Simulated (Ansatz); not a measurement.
# WNH (triplet): geometry optimisation

Aim: relax a generated start of WNH (triplet) and see which bonds hold.

Method: UKS PBE0/def2-TZVP; program: Ansatz 0.2.0, Gaussian basis.

### 1 The starting structure

3 atoms, charge 0, spin multiplicity 3.

Atoms are counted from 1 here; the program's logs count them from 0.

Bond lengths: W1–N2 1.765 Å, N2–H3 1.032 Å. Angles: W1–N2–H3 180.0°.

As a file:

```xyz
3

W     0.0000    0.0000   -1.5209
N     0.0000    0.0000    0.2444
H     0.0000    0.0000    1.2765
```

The start was built by rule and, where that kept it together, relaxed with GFN2-xTB. Sticks and bond lists go by distance. No spin-orbit coupling is included. Elements past krypton take def2 core potentials.

### 2 Relaxation

in.yaml reads:

```yaml
crystal:
  periodic: [false, false, false]
  atoms:
    - {symbol: W, position_ang: [0.000000, 0.000000, -1.520915]}
    - {symbol: N, position_ang: [0.000000, 0.000000, 0.244368]}
    - {symbol: H, position_ang: [0.000000, 0.000000, 1.276547]}
basis:
  gaussian: {orbitals: def2-TZVP}
magnetization: {spin_polarized: true, initial_magnetization: 2}
hamiltonian: {xc: pbe0}
relax: {f_tol: 0.004, max_steps: 80}
```

On the command line:

```sh
ansatz run in.yaml --threads 1 --pin off --events-out ev --progress --plain --max-ram 2176MiB
```

What does the calculation give? Wanted: energy gained; shift from the start; total energy; dipole moment; ⟨S²⟩.

**Answer**, as computed:

```
                  quantity          value
                     steps              4
             energy gained       0.150 eV
shift from the start (rms)        0.041 Å
              total energy  -3327.6301 eV
             dipole moment         0.30 D
                      ⟨S²⟩          2.136
```

What this shows: The bonds of the start are those of the end. W1–N2 went from 1.765 to 1.692 Å. The determinant is spin-contaminated (excess 0.14). No vibrations were run, so this is a stationary point, not a proven minimum, and this spin need not be the ground state's.
